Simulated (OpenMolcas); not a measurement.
# doublet [InPH6]+ at 6 levels

Aim: a comparison of 6 runs (UHF/STO-3G, UHF/def2-SVP, UBLYP/def2-SVP, UM06-L/def2-SVP, UPBE0/def2-SVP, USVWN5/def2-SVP) of doublet [InPH6]+. 

The results are computed with OpenMolcas 26.06.

## (1) The molecule

[InPH6]+ has 8 atoms, charge +1, and is taken as a doublet. SMILES of the parent species: `[PH3+][InH3-]`. Geometry: relaxed at PBE0-D4/def2-TZVP. That shape belongs to the parent species and isn't relaxed for this state.

Bond lengths: P1–In2 2.782 Å, P1–H3 1.411 Å, P1–H4 1.411 Å, P1–H5 1.411 Å, In2–H6 1.731 Å, In2–H7 1.731 Å, In2–H8 1.731 Å. Some angles: P1–In2–H6 95.3°, P1–In2–H7 95.1°, P1–In2–H8 95.2°, In2–P1–H3 119.8°, In2–P1–H4 119.6°, In2–P1–H5 119.7°, H6–In2–H7 119.2°, H6–In2–H8 119.2°, H7–In2–H8 119.2°, H3–P1–H4 97.6°.

## (2) The energy at UHF/STO-3G (run 1)

Contents of geom.xyz:

```xyz
8

P     -0.593300     0.062600    -1.026600
In     0.822000    -0.099900     1.362800
H     -1.997500    -0.077200    -1.021800
H     -0.318900    -0.855700    -2.062100
H     -0.526800     1.240500    -1.800800
H      0.023300     1.240800     2.111900
H      2.376100     0.140700     0.638900
H      0.307400    -1.708800     1.741800
```

Contents of mol.input:

```
* H6InP Hartree-Fock

&GATEWAY
 BASLIB = $CurrDir
 COORD = geom.xyz
 BASIS = STO-3G
 GROUP = NoSym

&SEWARD

&SCF
 UHF
 CHARGE = 1
 SPIN = 2
 THRESHOLDS = 1e-10 1e-07 1e-07 1e-05
 PRORBITALS = 1 2
```

The basis set STO-3G is read from a file made from the Basis Set Exchange's data (not shown).

Command:

```console
export MOLCAS_MEM=1860
pymolcas mol.input > mol.log
```

Output:

```text
--- Start Module: gateway ---
[...]
--- Stop Module: gateway /rc=_RC_ALL_IS_WELL_ ---
--- Start Module: seward ---
[...]
      Basis functions           42
--- Stop Module: seward /rc=_RC_ALL_IS_WELL_ ---
--- Start Module: scf ---
[...]
       Convergence after  35 Iterations
[...]
::    Total SCF energy                              -6023.0018065955
[...]
      Total spin, S                                     0.5122734959
[...]
      Total electronic charge=   69.000000
      Total            charge=    1.000000
[...]
      Dipole Moment (debye):
      Origin of the operator (angstrom)=    0.4998   -0.0629    0.8188
                   X=  9.8109E-01               Y=  5.4025E-01               Z= -3.5559E+00           Total=  3.7281E+00
      Center of Charge (angstrom)
[...]
--- Stop Module: scf /rc=_RC_ALL_IS_WELL_ ---
[...]
```

Run time: 2.2 s. Hardware: 1 thread of Intel Xeon 6975P-C (Granite Rapids), shared host; peak memory 0.37 GiB.

## (3) A single-point energy at UHF/def2-SVP (core potential) (run 2)

Contents of run.input:

```
* H6InP Hartree-Fock

&GATEWAY
  BASLIB
  $CurrDir
  BASISSET
  P.def2-SVP....
  P1 -0.593300 0.062600 -1.026600 angstrom
  End of Basis
  BASISSET
  In.def2-SVP....
  In2 0.822000 -0.099900 1.362800 angstrom
  End of Basis
  BASISSET
  H.def2-SVP....
  H3 -1.997500 -0.077200 -1.021800 angstrom
  H4 -0.318900 -0.855700 -2.062100 angstrom
  H5 -0.526800 1.240500 -1.800800 angstrom
  H6 0.023300 1.240800 2.111900 angstrom
  H7 2.376100 0.140700 0.638900 angstrom
  H8 0.307400 -1.708800 1.741800 angstrom
  End of Basis

&SEWARD

&SCF
  UHF
  CHARGE
  1
  SPIN
  2
  THRESHOLDS
  1e-10 1e-07 1e-07 1e-05
  PRORBITALS
  1 1
```

The basis set def2-SVP is read from a file made from the Basis Set Exchange's data (not shown).

Command:

```console
export MOLCAS_MEM=1860
pymolcas run.input > run.log
```

Output:

```text
--- Start Module: gateway ---
[...]
--- Stop Module: gateway /rc=_RC_ALL_IS_WELL_ ---
--- Start Module: seward ---
[...]
      Basis functions           74
--- Stop Module: seward /rc=_RC_ALL_IS_WELL_ ---
[...]
--- Start Module: scf ---
[...]
       Convergence after  39 Iterations
[...]
::    Total SCF energy                               -532.9425062411
[...]
      Total spin, S                                     0.5118623850
[...]
      Total electronic charge=   41.000000
      Total            charge=    1.000000
[...]
      Dipole Moment (debye):
      Origin of the operator (angstrom)=    0.4998   -0.0629    0.8188
                   X=  9.8132E-01               Y=  5.1472E-01               Z= -3.3483E+00           Total=  3.5269E+00
      Center of Charge (angstrom)
[...]
--- Stop Module: scf /rc=_RC_ALL_IS_WELL_ ---
[...]
```

It took 6.3 s on 1 thread of Intel Xeon 6975P-C (Granite Rapids), shared host; peak memory 0.43 GiB.

## (4) A single-point energy at UBLYP/def2-SVP (core potential) (run 3)

Contents of coord.xyz:

```xyz
8

P     -0.593300     0.062600    -1.026600
In     0.822000    -0.099900     1.362800
H     -1.997500    -0.077200    -1.021800
H     -0.318900    -0.855700    -2.062100
H     -0.526800     1.240500    -1.800800
H      0.023300     1.240800     2.111900
H      2.376100     0.140700     0.638900
H      0.307400    -1.708800     1.741800
```

Contents of job.inp:

```
&GATEWAY
BASLIB
$CurrDir
COORD
coord.xyz
BASIS
def2-SVP
GROUP
NoSym
&SEWARD
GRIDINPUT
Grid=UltraFine
End of Grid
&SCF
UHF
CHARGE
1
SPIN
2
KSDFT
BLYP
THRESHOLDS
1e-10 1e-07 1e-07 1e-05
PRORBITALS
1 2
```

The basis set def2-SVP is read from a file made from the Basis Set Exchange's data (not shown).

Command:

```console
export MOLCAS_MEM=1860
pymolcas job.inp > job.log
```

Output:

```text
--- Start Module: gateway ---
[...]
--- Stop Module: gateway /rc=_RC_ALL_IS_WELL_ ---
--- Start Module: seward ---
[...]
      Basis functions           74
--- Stop Module: seward /rc=_RC_ALL_IS_WELL_ ---
[...]
--- Start Module: scf ---
[...]
       Convergence after 150 Iterations
[...]
::    Total KS-DFT energy                            -534.5121656343
[...]
      Total spin, S                                     0.5040852325
[...]
      Total electronic charge=   41.000000
      Total            charge=    1.000000
[...]
      Dipole Moment (debye):
      Origin of the operator (angstrom)=    0.4998   -0.0629    0.8188
                   X=  4.7288E-01               Y= -2.5454E+00               Z= -3.3551E+00           Total=  4.2378E+00
      Center of Charge (angstrom)
[...]
--- Stop Module: scf /rc=_RC_ALL_IS_WELL_ ---
[...]
```

Run time: 2.8 min. Hardware: 1 thread of Intel Xeon 6975P-C (Granite Rapids), shared host; peak memory 0.43 GiB.

Runs 4 to 5 aren't shown in full; the table further down has their settings and results.

## (5) The energy at USVWN5/def2-SVP (core potential) (run 6)

Contents of mol.xyz:

```xyz
8

P     -0.593300     0.062600    -1.026600
In     0.822000    -0.099900     1.362800
H     -1.997500    -0.077200    -1.021800
H     -0.318900    -0.855700    -2.062100
H     -0.526800     1.240500    -1.800800
H      0.023300     1.240800     2.111900
H      2.376100     0.140700     0.638900
H      0.307400    -1.708800     1.741800
```

Contents of mol.input:

```
&gateway
 baslib
 $CurrDir
 coord
 mol.xyz
 basis
 def2-SVP
 group
 NoSym

&seward
 gridinput
 Grid=UltraFine
 End of Grid

&scf
 uhf
 charge
 1
 spin
 2
 ksdft
 SVWN5
 thresholds
 1e-10 1e-07 1e-07 1e-05
 prorbitals
 1 2
```

The basis set def2-SVP is read from a file made from the Basis Set Exchange's data (not shown).

Command:

```console
export MOLCAS_MEM=1860
pymolcas mol.input > mol.log
```

Output:

```text
--- Start Module: gateway ---
[...]
--- Stop Module: gateway /rc=_RC_ALL_IS_WELL_ ---
--- Start Module: seward ---
[...]
      Basis functions           74
--- Stop Module: seward /rc=_RC_ALL_IS_WELL_ ---
[...]
--- Start Module: scf ---
[...]
       Convergence after  49 Iterations
[...]
::    Total KS-DFT energy                            -532.9360175515
[...]
      Total spin, S                                     0.5023522903
[...]
      Total electronic charge=   41.000000
      Total            charge=    1.000000
[...]
      Dipole Moment (debye):
      Origin of the operator (angstrom)=    0.4998   -0.0629    0.8188
                   X= -2.4922E-01               Y=  3.2813E+00               Z= -2.8457E+00           Total=  4.3505E+00
      Center of Charge (angstrom)
[...]
--- Stop Module: scf /rc=_RC_ALL_IS_WELL_ ---
[...]
```

It took 31 s on 1 thread of Intel Xeon 6975P-C (Granite Rapids), shared host; peak memory 0.43 GiB.

## (6) All runs side by side

```
run                             level  integration grid   energy (Eh)  HOMO energy (eV)  LUMO energy (eV)   ⟨S²⟩  wall time
  1                        UHF/STO-3G                 –  -6023.001807            -13.89             -6.10  0.775      2.2 s
  2     UHF/def2-SVP (core potential)                 –   -532.942506            -15.51             -8.09  0.774      6.3 s
  3   UBLYP/def2-SVP (core potential)         UltraFine   -534.512166            -12.33            -12.13  0.758    2.8 min
  4  UM06-L/def2-SVP (core potential)         UltraFine   -534.721104            -12.41            -12.23  0.767       67 s
  5   UPBE0/def2-SVP (core potential)         UltraFine   -534.435124            -13.20            -11.70  0.765       38 s
  6  USVWN5/def2-SVP (core potential)         UltraFine   -532.936018            -12.53            -12.29  0.755       31 s
```

## (7) Outcome

```
                                 quantity          value
                      run 6: total energy  -532.93602 Eh
run 6: HOMO energy (highest over α and β)      -12.53 eV
 run 6: LUMO energy (lowest over α and β)      -12.29 eV
                              run 6: ⟨S²⟩          0.755
```

Totals of different functionals can't be ranked against each other. Some runs of one species differ in core potentials or relativity; totals across that change don't compare. In run 1 the basis is minimal, so the values are rough. In run 1 relativity is left out where basis or elements ask for it. All runs together took 5.2 min, the longest 2.8 min.
